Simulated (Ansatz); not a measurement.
# CH7BNP: one molecule under many settings

How do the results and run time of CH7BNP respond when the settings are drawn wide?

Method: the settings change from run to run; program: Ansatz 0.2.0, Gaussian basis.

1 further run of the same task is left out (it didn't finish).

## 1. The molecule

The structure was relaxed beforehand with PBE0-D4 in a triple-zeta def2 set.

SMILES `NCBP`, 11 atoms, charge 0, spin multiplicity 1.

Atoms are counted from 1 here; the program's logs count them from 0.

Bond lengths: N1–C2 1.454 Å, N1–H5 1.012 Å, N1–H6 1.012 Å, C2–B3 1.558 Å, C2–H7 1.106 Å, C2–H8 1.103 Å, B3–P4 1.876 Å, B3–H9 1.198 Å, P4–H10 1.412 Å, P4–H11 1.411 Å. Angles: C2–N1–H5 111.4°, C2–N1–H6 110.7°, H5–N1–H6 106.9°, N1–C2–B3 116.4°, N1–C2–H7 114.7°, N1–C2–H8 108.9°, B3–C2–H7 108.4°, B3–C2–H8 103.5°, H7–C2–H8 103.6°, C2–B3–P4 122.5°, C2–B3–H9 118.6°, P4–B3–H9 118.6°, B3–P4–H10 101.8°, B3–P4–H11 102.4°, H10–P4–H11 100.0°.

Geometry (Å):

```
atom    x (Å)    y (Å)    z (Å)
  N1  -1.0212   1.0382  -0.5321
  C2  -0.8677   0.0546   0.5278
  B3   0.5080  -0.6715   0.6064
  P4   1.9281  -0.2669  -0.5500
  H5  -1.9437   1.4531  -0.5202
  H6  -0.3573   1.7939  -0.4185
  H7  -1.1270   0.4211   1.5382
  H8  -1.5835  -0.7671   0.3583
  H9   0.7054  -1.4288   1.5130
 H10   1.2681  -0.1630  -1.7934
 H11   2.5563  -1.5207  -0.7090
```

## 2. B3LYP/def2-TZVPD

Options: unrestricted orbitals, atoms shaken by 0.15 Å, D4 dispersion.

The input, in.yaml:

```yaml
crystal:
  periodic: [false, false, false]
  atoms:
    - {symbol: N, position_ang: [-1.042984, 0.928042, -0.435242]}
    - {symbol: C, position_ang: [-1.028225, -0.167917, 0.465927]}
    - {symbol: B, position_ang: [0.615017, -0.683830, 0.527054]}
    - {symbol: P, position_ang: [1.918980, -0.290348, -0.685937]}
    - {symbol: H, position_ang: [-1.937291, 1.548187, -0.562086]}
    - {symbol: H, position_ang: [-0.511334, 1.679139, -0.733288]}
    - {symbol: H, position_ang: [-1.060387, 0.402157, 1.267442]}
    - {symbol: H, position_ang: [-1.573172, -0.624635, 0.433721]}
    - {symbol: H, position_ang: [0.762668, -1.485869, 1.366892]}
    - {symbol: H, position_ang: [1.196666, 0.125416, -1.990601]}
    - {symbol: H, position_ang: [2.527984, -1.807246, -0.699550]}
basis:
  gaussian: {orbitals: def2-TZVPD}
magnetization: {spin_polarized: true, initial_magnetization: 0}
hamiltonian: {xc: {name: B3LYP}, dispersion: d4}
```

Started as:

```
$ ansatz run in.yaml --threads 2 --pin off --events-out ev --progress --plain --max-ram 4352MiB
```

What it wrote:

```text
Functional definition: B3LYP
  name "B3LYP"
  cite "Stephens, Devlin, Chabalowski & Frisch, J. Phys. Chem. 98, 11623 (1994) doi:10.1021/j100096a001"
  cite "Becke, Phys. Rev. A 38, 3098 (1988) doi:10.1103/PhysRevA.38.3098"
  cite "Lee, Yang & Parr, Phys. Rev. B 37, 785 (1988) doi:10.1103/PhysRevB.37.785"
  cite "Vosko, Wilk & Nusair, Can. J. Phys. 58, 1200 (1980) doi:10.1139/p80-159"
  parameter a0 = 0.2
  parameter ax = 0.72
  parameter ac = 0.81
  exchange = (1 - a0 - ax)*slater_x + ax*b88_x + a0*exact_x
  correlation = (1 - ac)*vwn_rpa_c + ac*lyp_c
1153 factors; their error is unknown
mean field evaluation 1: about -12586.3077 eV, gradient 5.4e1 eV
mean field evaluation 2: about -12519.3971 eV, gradient 1.1e2 eV
mean field evaluation 4: about -12599.4471 eV, gradient 6.9e0 eV
mean field evaluation 8: about -12599.6985 eV, gradient 1.4e-1 eV
mean field evaluation 16: about -12599.7038 eV, gradient 3.2e-4 eV
mean field -12599.70376395 eV, -463.0305729391 hartree, gradient 3.5e-5 eV, S^2 0.000000; 0 other end points of the search recorded, 0 dependent functions left out
reference -12599.70405678 eV, -463.0305837006 hartree; 20, 20 occupied and 197, 197 virtual orbitals, 1153 factors
Total energy: -12600.03438313 eV, -463.0427229700 hartree
```

It took 16 s on 2 threads of Arm Neoverse N1, shared host; peak memory 0.61 GiB.

⟨S²⟩ 0.000.

## 3. wB97M-V/cc-pVDZ

This run has multiplicity 3.

The input, in.yaml:

```yaml
crystal:
  periodic: [false, false, false]
  atoms:
    - {symbol: N, position_ang: [-1.021194, 1.038240, -0.532113]}
    - {symbol: C, position_ang: [-0.867728, 0.054610, 0.527803]}
    - {symbol: B, position_ang: [0.508013, -0.671502, 0.606374]}
    - {symbol: P, position_ang: [1.928140, -0.266861, -0.549999]}
    - {symbol: H, position_ang: [-1.943742, 1.453134, -0.520152]}
    - {symbol: H, position_ang: [-0.357323, 1.793854, -0.418532]}
    - {symbol: H, position_ang: [-1.126953, 0.421055, 1.538204]}
    - {symbol: H, position_ang: [-1.583506, -0.767115, 0.358262]}
    - {symbol: H, position_ang: [0.705400, -1.428803, 1.513045]}
    - {symbol: H, position_ang: [1.268135, -0.163036, -1.793426]}
    - {symbol: H, position_ang: [2.556258, -1.520677, -0.708968]}
basis:
  gaussian: {orbitals: cc-pVDZ}
magnetization: {spin_polarized: true, initial_magnetization: 2}
hamiltonian: {xc: {name: wB97M-V}}
output: {forces: true}
```

Launched as before.

What it wrote:

```text
Functional definition: wB97M-V
  name "wB97M-V"
  cite "Mardirossian & Head-Gordon, J. Chem. Phys. 144, 214110 (2016) doi:10.1063/1.4952647"
  cite "Becke, J. Chem. Phys. 107, 8554 (1997) doi:10.1063/1.475007"
  cite "Vydrov & Van Voorhis, J. Chem. Phys. 133, 244103 (2010) doi:10.1063/1.3521275"
  # Of w^i u^j: cxij and so on, Table III.
  parameter omega = 0.3/bohr
  parameter cx = 0.15
  parameter cx01 = 1.007
  parameter cx10 = 0.259
  parameter css00 = 0.443
  parameter css04 = -1.437
  parameter css10 = -4.535
  parameter css20 = -3.390
  parameter css43 = 4.278
  parameter cos00 = 1.000
  parameter cos10 = 1.358
  parameter cos20 = 2.924
  parameter cos21 = -8.812
  parameter cos60 = -1.390
  parameter cos61 = 9.142
  parameter b = 6.0
  parameter c = 0.01
  gx(w, u) = 1 - cx + cx01*u + cx10*w
  gss(w, u) = css00 + css04*u^4 + css10*w + css20*w^2 + css43*w^4*u^3
  gos(w, u) = cos00 + cos10*w + (cos20 + cos21*u)*w^2 + (cos60 + cos61*u)*w^6
  exchange = spin_sum(e_x_unif_sr(omega)*gx(b97_w, b97_u_x)) + cx*exact_x_sr(omega) + exact_x_lr(omega)
  correlation = spin_sum(e_c_pw_mod_same_spin*gss(b97_w, b97_u_same))
      + integral(e_c_pw_mod_opposite_spin*gos(b97_w_opposite, b97_u_opposite)) + vv10(b, c)
890 factors; integrals over basis functions are off by at most 1.3e-3 eV
307 factors; integrals over basis functions are off by at most 8.7e-6 eV
mean field evaluation 1: about -12593.9298 eV, gradient 3.0e1 eV
mean field evaluation 2: about -12593.3885 eV, gradient 3.2e1 eV
mean field evaluation 4: about -12598.6455 eV, gradient 1.5e0 eV
mean field evaluation 8: about -12598.8364 eV, gradient 2.9e-1 eV
mean field evaluation 16: about -12598.8486 eV, gradient 1.8e-2 eV
mean field evaluation 32: about -12598.8487 eV, gradient 5.3e-5 eV
mean field -12598.84867205 eV, -462.9991488914 hartree, gradient 1.0e-5 eV, S^2 2.003337; 2 other end points of the search recorded, 0 dependent functions left out
the calculation of the forces begins
reference -12598.84871372 eV, -462.9991504227 hartree; 21, 19 occupied and 74, 76 virtual orbitals, 890 factors
Total energy: -12598.84871372 eV, -462.9991504227 hartree
Atom 0 at    -1.021194     1.038240    -0.532113 Å, force     0.041116    -0.334310    -0.447210 eV/Å
Atom 1 at    -0.867728     0.054610     0.527803 Å, force    -0.403182    -0.102642    -0.641125 eV/Å
Atom 2 at     0.508013    -0.671502     0.606374 Å, force    -0.670258     0.151399     2.142055 eV/Å
Atom 3 at     1.928140    -0.266861    -0.549999 Å, force    -0.097513    -0.263530    -0.215445 eV/Å
Atom 4 at    -1.943742     1.453134    -0.520152 Å, force    -0.260207     0.205984     0.008951 eV/Å
Atom 5 at    -0.357323     1.793854    -0.418532 Å, force     0.135840     0.361857     0.234528 eV/Å
Atom 6 at    -1.126953     0.421055     1.538204 Å, force     0.088928     0.204042     0.337014 eV/Å
Atom 7 at    -1.583506    -0.767115     0.358262 Å, force    -0.360558     0.072752    -0.171180 eV/Å
Atom 8 at     0.705400    -1.428803     1.513045 Å, force     0.602927    -0.328197    -0.146217 eV/Å
Atom 9 at     1.268135    -0.163036    -1.793426 Å, force     0.184745     0.243831    -0.775469 eV/Å
Atom 10 at     2.556258    -1.520677    -0.708968 Å, force     0.738161    -0.211185    -0.325902 eV/Å
Dipole moment:     0.362093     0.290980    -0.293302 e Å
```

Run time: 36 s. Hardware: 2 threads of Arm Neoverse N1, shared host; peak memory 0.41 GiB.

Largest force 2.250 eV/Å, dipole 2.64 D, ⟨S²⟩ 2.003.

## 4. rPW86-PBE/aug-pcseg-2

This run has density fitting with cc-pVTZ-jkfit.

Edit in.yaml of step 3 so:

```diff
@@ -15,5 +15,4 @@
 basis:
-  gaussian: {orbitals: cc-pVDZ}
-magnetization: {spin_polarized: true, initial_magnetization: 2}
-hamiltonian: {xc: {name: wB97M-V}}
+  gaussian: {orbitals: aug-pcseg-2, fitting: {mean_field: cc-pVTZ-jkfit}}
+hamiltonian: {xc: {name: rPW86-PBE}}
 output: {forces: true}
```

Same command.

What it wrote (excerpt; [...] marks lines left out):

```text
Functional definition: rPW86-PBE
  name "rPW86-PBE"
  cite "Murray, Lee & Langreth, J. Chem. Theory Comput. 5, 2754 (2009) doi:10.1021/ct900365q"
  cite "Perdew, Burke & Ernzerhof, Phys. Rev. Lett. 77, 3865 (1996) doi:10.1103/PhysRevLett.77.3865"
  parent pbe
[...]
568 factors; integrals over basis functions are off by at most 8.6e-1 eV
[...]
mean field -12624.28523562 eV, -463.9339253610 hartree, gradient 1.8e-5 eV, S^2 0.000000; 0 other end points of the search recorded, 0 dependent functions left out
[...]
reference -12624.28539971 eV, -463.9339313915 hartree; 20, 20 occupied and 329, 329 virtual orbitals, 568 factors
Total energy: -12624.28539971 eV, -463.9339313915 hartree
Atom 0 at    -1.021194     1.038240    -0.532113 Å, force    -0.067200     0.131480    -0.350584 eV/Å
Atom 1 at    -0.867728     0.054610     0.527803 Å, force     0.079373    -0.316036     0.274170 eV/Å
Atom 2 at     0.508013    -0.671502     0.606374 Å, force     0.035143    -0.150835     0.136673 eV/Å
Atom 3 at     1.928140    -0.266861    -0.549999 Å, force     0.142293     0.122135     0.071652 eV/Å
Atom 4 at    -1.943742     1.453134    -0.520152 Å, force    -0.223457     0.131753    -0.037857 eV/Å
Atom 5 at    -0.357323     1.793854    -0.418532 Å, force     0.141887     0.204084    -0.017641 eV/Å
Atom 6 at    -1.126953     0.421055     1.538204 Å, force    -0.053940     0.039063     0.113117 eV/Å
Atom 7 at    -1.583506    -0.767115     0.358262 Å, force    -0.091731    -0.065628     0.002727 eV/Å
Atom 8 at     0.705400    -1.428803     1.513045 Å, force     0.004068     0.020689    -0.009895 eV/Å
Atom 9 at     1.268135    -0.163036    -1.793426 Å, force    -0.054674     0.020657    -0.155823 eV/Å
Atom 10 at     2.556258    -1.520677    -0.708968 Å, force     0.088240    -0.137361    -0.026540 eV/Å
Dipole moment:    -0.215546     0.087904     0.107241 e Å
```

Wall time 28 s (2 threads of Arm Neoverse N1, shared host); peak memory 0.61 GiB.

Largest force 0.426 eV/Å, dipole 1.23 D.

## 5. wB97X-V/x2c-TZVPPall

Options: multiplicity 3, restricted open-shell orbitals, coordinates scaled by 1.05, high accuracy.

The input, in.yaml:

```yaml
crystal:
  periodic: [false, false, false]
  atoms:
    - {symbol: N, position_ang: [-1.072254, 1.090152, -0.558719]}
    - {symbol: C, position_ang: [-0.911115, 0.057340, 0.554194]}
    - {symbol: B, position_ang: [0.533414, -0.705077, 0.636693]}
    - {symbol: P, position_ang: [2.024547, -0.280204, -0.577499]}
    - {symbol: H, position_ang: [-2.040929, 1.525790, -0.546159]}
    - {symbol: H, position_ang: [-0.375189, 1.883547, -0.439459]}
    - {symbol: H, position_ang: [-1.183301, 0.442107, 1.615114]}
    - {symbol: H, position_ang: [-1.662681, -0.805471, 0.376175]}
    - {symbol: H, position_ang: [0.740670, -1.500243, 1.588697]}
    - {symbol: H, position_ang: [1.331541, -0.171187, -1.883097]}
    - {symbol: H, position_ang: [2.684070, -1.596711, -0.744417]}
basis:
  gaussian: {orbitals: x2c-TZVPPall}
magnetization: {spin_polarized: false, initial_magnetization: 2}
hamiltonian: {xc: {name: wB97X-V}}
accuracy: high
```

The command is unchanged.

What it wrote (excerpt; [...] marks lines left out):

```text
Functional definition: wB97X-V
  name "wB97X-V"
  cite "Mardirossian & Head-Gordon, Phys. Chem. Chem. Phys. 16, 9904 (2014) doi:10.1039/C3CP54374A"
  cite "Becke, J. Chem. Phys. 107, 8554 (1997) doi:10.1063/1.475007"
  cite "Vydrov & Van Voorhis, J. Chem. Phys. 133, 244103 (2010) doi:10.1063/1.3521275"
[...]
      + integral(e_c_pw_opposite_spin*poly(b97_u_opposite, cos0, cos1)) + vv10(b, c)
4194 factors; integrals over basis functions are off by at most 2.7e-8 eV
518 factors; integrals over basis functions are off by at most 2.4e-9 eV
[...]
mean field -12624.20138317 eV, -463.9308438406 hartree, gradient 5.7e-8 eV, S^2 2.000000; 3 other end points of the search recorded, 0 dependent functions left out
reference -12624.20138308 eV, -463.9308438370 hartree; 21, 19 occupied and 212, 214 virtual orbitals, 4194 factors
Total energy: -12624.20138308 eV, -463.9308438370 hartree
Relativity: scalar
```

Wall time 4.1 min (2 threads of Arm Neoverse N1, shared host); peak memory 2.2 GiB.

## 6. B97M-V/ANO-RCC-VTZP

The input, in.yaml:

```yaml
crystal:
  periodic: [false, false, false]
  atoms:
    - {symbol: N, position_ang: [-1.021194, 1.038240, -0.532113]}
    - {symbol: C, position_ang: [-0.867728, 0.054610, 0.527803]}
    - {symbol: B, position_ang: [0.508013, -0.671502, 0.606374]}
    - {symbol: P, position_ang: [1.928140, -0.266861, -0.549999]}
    - {symbol: H, position_ang: [-1.943742, 1.453134, -0.520152]}
    - {symbol: H, position_ang: [-0.357323, 1.793854, -0.418532]}
    - {symbol: H, position_ang: [-1.126953, 0.421055, 1.538204]}
    - {symbol: H, position_ang: [-1.583506, -0.767115, 0.358262]}
    - {symbol: H, position_ang: [0.705400, -1.428803, 1.513045]}
    - {symbol: H, position_ang: [1.268135, -0.163036, -1.793426]}
    - {symbol: H, position_ang: [2.556258, -1.520677, -0.708968]}
basis:
  gaussian: {orbitals: ANO-RCC-VTZP}
hamiltonian: {xc: {name: B97M-V}}
output: {forces: true}
```

Launched as before.

What it wrote:

```text
Functional definition: B97M-V
  name "B97M-V"
  cite "Mardirossian & Head-Gordon, J. Chem. Phys. 142, 074111 (2015) doi:10.1063/1.4907719"
  cite "Becke, J. Chem. Phys. 107, 8554 (1997) doi:10.1063/1.475007"
  cite "Vydrov & Van Voorhis, J. Chem. Phys. 133, 244103 (2010) doi:10.1063/1.3521275"
  # Of w^i u^j: cxij and so on, Table III.
  parameter cx00 = 1.000
  parameter cx01 = 1.308
  parameter cx02 = 1.901
  parameter cx10 = 0.416
  parameter cx11 = 3.070
  parameter css00 = 1.000
  parameter css02 = -1.855
  parameter css10 = -5.668
  parameter css32 = -20.497
  parameter css42 = -20.364
  parameter cos00 = 1.000
  parameter cos01 = 1.573
  parameter cos03 = -6.298
  parameter cos10 = 2.535
  parameter cos32 = -6.427
  parameter b = 6.0
  parameter c = 0.01
  gx(w, u) = cx00 + cx01*u + cx02*u^2 + (cx10 + cx11*u)*w
  gss(w, u) = css00 + css02*u^2 + css10*w + (css32*w^3 + css42*w^4)*u^2
  gos(w, u) = cos00 + cos01*u + cos03*u^3 + cos10*w + cos32*w^3*u^2
  exchange = spin_sum(e_x_unif_s*gx(b97_w, b97_u_x))
  correlation = spin_sum(e_c_pw_mod_same_spin*gss(b97_w, b97_u_same))
      + integral(e_c_pw_mod_opposite_spin*gos(b97_w_opposite, b97_u_opposite)) + vv10(b, c)
1466 factors; their error is unknown
mean field evaluation 1: about -12619.8989 eV, gradient 6.2e1 eV
mean field evaluation 2: about -12574.6691 eV, gradient 1.3e2 eV
mean field evaluation 4: about -12628.7590 eV, gradient 8.6e0 eV
mean field evaluation 8: about -12628.9531 eV, gradient 4.0e-1 eV
mean field evaluation 16: about -12628.9073 eV, gradient 9.2e-4 eV
mean field -12628.90734016 eV, -464.1037845701 hartree, gradient 3.8e-5 eV, S^2 0.000000; 0 other end points of the search recorded, 0 dependent functions left out
the calculation of the forces begins
reference -12628.90743931 eV, -464.1037882137 hartree; 20, 20 occupied and 202, 202 virtual orbitals, 1466 factors
Total energy: -12628.90743931 eV, -464.1037882137 hartree
Relativity: scalar
Atom 0 at    -1.021194     1.038240    -0.532113 Å, force    -0.033559     0.116540    -0.147278 eV/Å
Atom 1 at    -0.867728     0.054610     0.527803 Å, force     0.005607    -0.148623     0.201457 eV/Å
Atom 2 at     0.508013    -0.671502     0.606374 Å, force    -0.083968     0.024167     0.000713 eV/Å
Atom 3 at     1.928140    -0.266861    -0.549999 Å, force     0.018789     0.035162     0.044082 eV/Å
Atom 4 at    -1.943742     1.453134    -0.520152 Å, force     0.202352    -0.037425     0.053569 eV/Å
Atom 5 at    -0.357323     1.793854    -0.418532 Å, force    -0.165247    -0.116994     0.034686 eV/Å
Atom 6 at    -1.126953     0.421055     1.538204 Å, force     0.013933    -0.061901    -0.143288 eV/Å
Atom 7 at    -1.583506    -0.767115     0.358262 Å, force     0.089367     0.163609     0.033396 eV/Å
Atom 8 at     0.705400    -1.428803     1.513045 Å, force    -0.021024     0.053371    -0.063318 eV/Å
Atom 9 at     1.268135    -0.163036    -1.793426 Å, force    -0.007063    -0.023725     0.000893 eV/Å
Atom 10 at     2.556258    -1.520677    -0.708968 Å, force    -0.019188    -0.004181    -0.014910 eV/Å
Dipole moment:    -0.235537     0.093178     0.098668 e Å
```

Wall time 47 s (2 threads of Arm Neoverse N1, shared host); peak memory 0.45 GiB.

Largest force 0.250 eV/Å, dipole 1.31 D.

## 7. PBE/aug-cc-pVDZ

This run has atoms shaken by 0.15 Å, D4 dispersion.

The input, in.yaml:

```yaml
crystal:
  periodic: [false, false, false]
  atoms:
    - {symbol: N, position_ang: [-0.853686, 0.795018, -0.348037]}
    - {symbol: C, position_ang: [-0.929896, -0.086709, 0.429966]}
    - {symbol: B, position_ang: [0.455443, -0.603205, 0.526420]}
    - {symbol: P, position_ang: [2.080924, -0.327008, -0.388911]}
    - {symbol: H, position_ang: [-1.846571, 1.634061, -0.677404]}
    - {symbol: H, position_ang: [-0.204347, 1.911697, -0.421865]}
    - {symbol: H, position_ang: [-1.100560, 0.460282, 1.740904]}
    - {symbol: H, position_ang: [-1.554675, -0.793535, 0.196456]}
    - {symbol: H, position_ang: [0.686963, -1.647660, 1.393310]}
    - {symbol: H, position_ang: [1.452999, -0.107613, -1.784870]}
    - {symbol: H, position_ang: [2.729667, -1.401317, -1.184995]}
basis:
  gaussian: {orbitals: aug-cc-pVDZ}
hamiltonian: {xc: {name: PBE}, dispersion: d4}
output: {forces: true}
```

Launched as before.

What it wrote (excerpt; [...] marks lines left out):

```text
Functional definition: PBE
  name "PBE"
  cite "Perdew, Burke & Ernzerhof, Phys. Rev. Lett. 77, 3865 (1996) doi:10.1103/PhysRevLett.77.3865"
  parent pbe
[...]
1441 factors; their error is unknown
[...]
mean field -12590.06472293 eV, -462.6763447155 hartree, gradient 1.7e-5 eV, S^2 0.000000; 0 other end points of the search recorded, 0 dependent functions left out
[...]
reference -12590.06482261 eV, -462.6763483785 hartree; 20, 20 occupied and 139, 139 virtual orbitals, 1441 factors
Total energy: -12590.29046726 eV, -462.6846406664 hartree
Atom 0 at    -0.853686     0.795018    -0.348037 Å, force    -1.585604    20.745355   -15.369284 eV/Å
Atom 1 at    -0.929896    -0.086709     0.429966 Å, force     2.895402    -3.218030    13.504450 eV/Å
Atom 2 at     0.455443    -0.603205     0.526420 Å, force     3.111292    -5.864358     2.833353 eV/Å
Atom 3 at     2.080924    -0.327008    -0.388911 Å, force    -0.261578     1.113039    -3.244750 eV/Å
Atom 4 at    -1.846571     1.634061    -0.677404 Å, force     1.994751    -3.297512     1.208783 eV/Å
Atom 5 at    -0.204347     1.911697    -0.421865 Å, force    -1.164370    -4.831668     1.201870 eV/Å
Atom 6 at    -1.100560     0.460282     1.740904 Å, force     0.034002    -1.915520    -1.429823 eV/Å
Atom 7 at    -1.554675    -0.793535     0.196456 Å, force    -4.449577    -4.829699    -0.635225 eV/Å
Atom 8 at     0.686963    -1.647660     1.393310 Å, force    -0.562430     1.748898    -1.047599 eV/Å
Atom 9 at     1.452999    -0.107613    -1.784870 Å, force     0.504150     0.707627     1.413962 eV/Å
Atom 10 at     2.729667    -1.401317    -1.184995 Å, force    -0.516038    -0.358133     1.564263 eV/Å
Dipole moment:    -0.175677     0.175128    -0.196518 e Å
```

Run time: 6 s. Hardware: 2 threads of Arm Neoverse N1, shared host; peak memory 0.41 GiB.

Largest force 25.867 eV/Å, dipole 1.52 D.

## 8. SVWN5/def2-SVP

The input, in.yaml:

```yaml
crystal:
  periodic: [false, false, false]
  atoms:
    - {symbol: N, position_ang: [-1.021194, 1.038240, -0.532113]}
    - {symbol: C, position_ang: [-0.867728, 0.054610, 0.527803]}
    - {symbol: B, position_ang: [0.508013, -0.671502, 0.606374]}
    - {symbol: P, position_ang: [1.928140, -0.266861, -0.549999]}
    - {symbol: H, position_ang: [-1.943742, 1.453134, -0.520152]}
    - {symbol: H, position_ang: [-0.357323, 1.793854, -0.418532]}
    - {symbol: H, position_ang: [-1.126953, 0.421055, 1.538204]}
    - {symbol: H, position_ang: [-1.583506, -0.767115, 0.358262]}
    - {symbol: H, position_ang: [0.705400, -1.428803, 1.513045]}
    - {symbol: H, position_ang: [1.268135, -0.163036, -1.793426]}
    - {symbol: H, position_ang: [2.556258, -1.520677, -0.708968]}
basis:
  gaussian: {orbitals: def2-SVP}
hamiltonian: {xc: {name: SVWN5}}
output: {forces: true}
```

The command is unchanged.

What it wrote (excerpt; [...] marks lines left out):

```text
Functional definition: SVWN5
  name "SVWN5"
  cite "Dirac, Proc. Camb. Phil. Soc. 26, 376 (1930) doi:10.1017/S0305004100016108"
  cite "Slater, Phys. Rev. 81, 385 (1951) doi:10.1103/PhysRev.81.385"
  cite "Vosko, Wilk & Nusair, Can. J. Phys. 58, 1200 (1980) doi:10.1139/p80-159"
[...]
1097 factors; their error is unknown
[...]
mean field -12534.91479227 eV, -460.6496221457 hartree, gradient 2.3e-5 eV, S^2 0.000000; 0 other end points of the search recorded, 0 dependent functions left out
[...]
reference -12534.91482442 eV, -460.6496233269 hartree; 20, 20 occupied and 75, 75 virtual orbitals, 1097 factors
Total energy: -12534.91482442 eV, -460.6496233269 hartree
Atom 0 at    -1.021194     1.038240    -0.532113 Å, force     0.230475    -1.075505     0.183285 eV/Å
Atom 1 at    -0.867728     0.054610     0.527803 Å, force     0.626955     0.673801    -0.948374 eV/Å
Atom 2 at     0.508013    -0.671502     0.606374 Å, force    -0.138697     0.346415    -0.502902 eV/Å
Atom 3 at     1.928140    -0.266861    -0.549999 Å, force    -0.187009     0.285003     0.570134 eV/Å
Atom 4 at    -1.943742     1.453134    -0.520152 Å, force    -0.628615     0.283295    -0.045267 eV/Å
Atom 5 at    -0.357323     1.793854    -0.418532 Å, force     0.503252     0.510339     0.066012 eV/Å
Atom 6 at    -1.126953     0.421055     1.538204 Å, force    -0.133588     0.093860     0.653582 eV/Å
Atom 7 at    -1.583506    -0.767115     0.358262 Å, force    -0.329716    -0.507261    -0.009757 eV/Å
Atom 8 at     0.705400    -1.428803     1.513045 Å, force     0.134009    -0.340780     0.431640 eV/Å
Atom 9 at     1.268135    -0.163036    -1.793426 Å, force    -0.287968     0.107010    -0.372941 eV/Å
Atom 10 at     2.556258    -1.520677    -0.708968 Å, force     0.210902    -0.376177    -0.025413 eV/Å
Dipole moment:    -0.246463     0.113794     0.061770 e Å
```

Run time: 1.6 s. Hardware: 2 threads of Arm Neoverse N1, shared host; peak memory 0.41 GiB.

Largest force 1.322 eV/Å, dipole 1.34 D.

(Part 1 of 2 ends here.)
